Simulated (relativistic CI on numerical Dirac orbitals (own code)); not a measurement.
# Hf XLV (Hf⁴⁴⁺): levels and lines

What are the lowest levels and the strongest lines of Hf⁴⁴⁺? One CI run answers it; runs with one setting changed show what the result hangs on.

The numbers are computed with relativistic CI on numerical Dirac orbitals (own code) version 2 (Dirac-Coulomb-Breit CI, KLI orbitals optimised for each configuration, model QED (radiative potential, 1s self-energy scaled to tabulated hydrogen-like ionisation energies)), except any that are marked as measured or tabulated.

## 1. The atom as given

* ion: Hf⁴⁴⁺ (Hf XLV)
* nuclear charge: 72
* electrons: 28
* isotope: A = 180
* first configuration typed: [Ar] 3d10

Outer shells as boxes (Hund's rule):

first configuration typed
```
[Ar] core
3d [↑↓][↑↓][↑↓][↑↓][↑↓]
```

## 2. Base run

The run's settings:

```ini
atom Hf  Z=72  charge=44  electrons=28
nucleus A=180  rms_radius_fm=5.3470
hamiltonian dirac-coulomb  breit=on  qed=on  c_scale=1
orbitals kli  potential=per-configuration
slater_scale 1
correlation none
mixing on
configurations
  [Ar] 3d10
  [Ar] 3d9 4s
  [Ar] 3d9 4p
  [Ar] 3d9 4d
  [Ne] 3s2 3p5 3d10 4s
  [Ar] 3d9 4f
  [Ne] 3s2 3p5 3d10 4p
  [Ar] 3d8 4s2
  [Ne] 3s2 3p5 3d10 4d
  [Ar] 3d8 4s 4p
  [Ne] 3s 3p6 3d10 4s
  [Ar] 3d9 5s
  [Ar] 3d8 4p2
  [Ne] 3s2 3p5 3d10 4f
  [Ar] 3d8 4s 4d
  [Ar] 3d9 5p
end
```

## 3. Without the Breit term

Changes to the settings of step 2:

```diff
@@ -2,3 +2,3 @@
 nucleus A=180  rms_radius_fm=5.3470
-hamiltonian dirac-coulomb  breit=on  qed=on  c_scale=1
+hamiltonian dirac-coulomb  breit=off  qed=on  c_scale=1
 orbitals kli  potential=per-configuration
```

## 4. Without configuration mixing

Changes to the settings of step 3:

```diff
@@ -2,3 +2,3 @@
 nucleus A=180  rms_radius_fm=5.3470
-hamiltonian dirac-coulomb  breit=off  qed=on  c_scale=1
+hamiltonian dirac-coulomb  breit=on  qed=on  c_scale=1
 orbitals kli  potential=per-configuration
@@ -6,3 +6,3 @@
 correlation none
-mixing on
+mixing off
 configurations
```

(Steps that only read results are left out.)

What does the calculation give? Wanted: lowest level; first excitation; lowest level of the other parity; fastest E1 line; ionisation energy.

**Answer**, as computed:

| run | time | mean size of shift, levels followed (cm⁻¹) | lowest level | ionisation energy (eV) |
| --- | --- | --- | --- | --- |
| main run | 0.63 s | 0 | 3d10 1S0 | 3741.2 |
| without the Breit term | 0.42 s | 7894 | 3d10 1S0 | 3743.8 |
| without configuration mixing | 0.63 s | 1840 | 3d10 1S0 | - |

The tabulated theoretical ionisation energy (NIST) is 3741 eV.

```
                                                                        quantity                                    value
                                                                    lowest level                                 3d10 1S0
                                                                first excitation                   3d9 4s 3D3, 1448.50 eV
                                                lowest level of the other parity  3d9 4p [3d5/2^5 4p1/2] J=2°, 1540.30 eV
                                                             levels in the model                                      455
fastest E1 line (by rate) to the lowest level among the lowest 200 of 455 levels              0.6120 nm, from 3d9 4f 1P°1
                                                               ionisation energy                                3741.2 eV
                                 ionisation energy, tabulated theoretical (NIST)                                  3741 eV
```

3d10 1S0 comes out lowest; its LS label holds 100 % and its jj label 100 %; over the low levels the means are 72 and 100 %, so jj coupling describes them better. The ionisation energy agrees with the tabulated theoretical value within its uncertainty of 4 eV. Of the changes tried, the run «without the Breit term» moves the low levels most, by 7894 cm⁻¹ on average. Lifetimes count radiative decay inside the model alone.
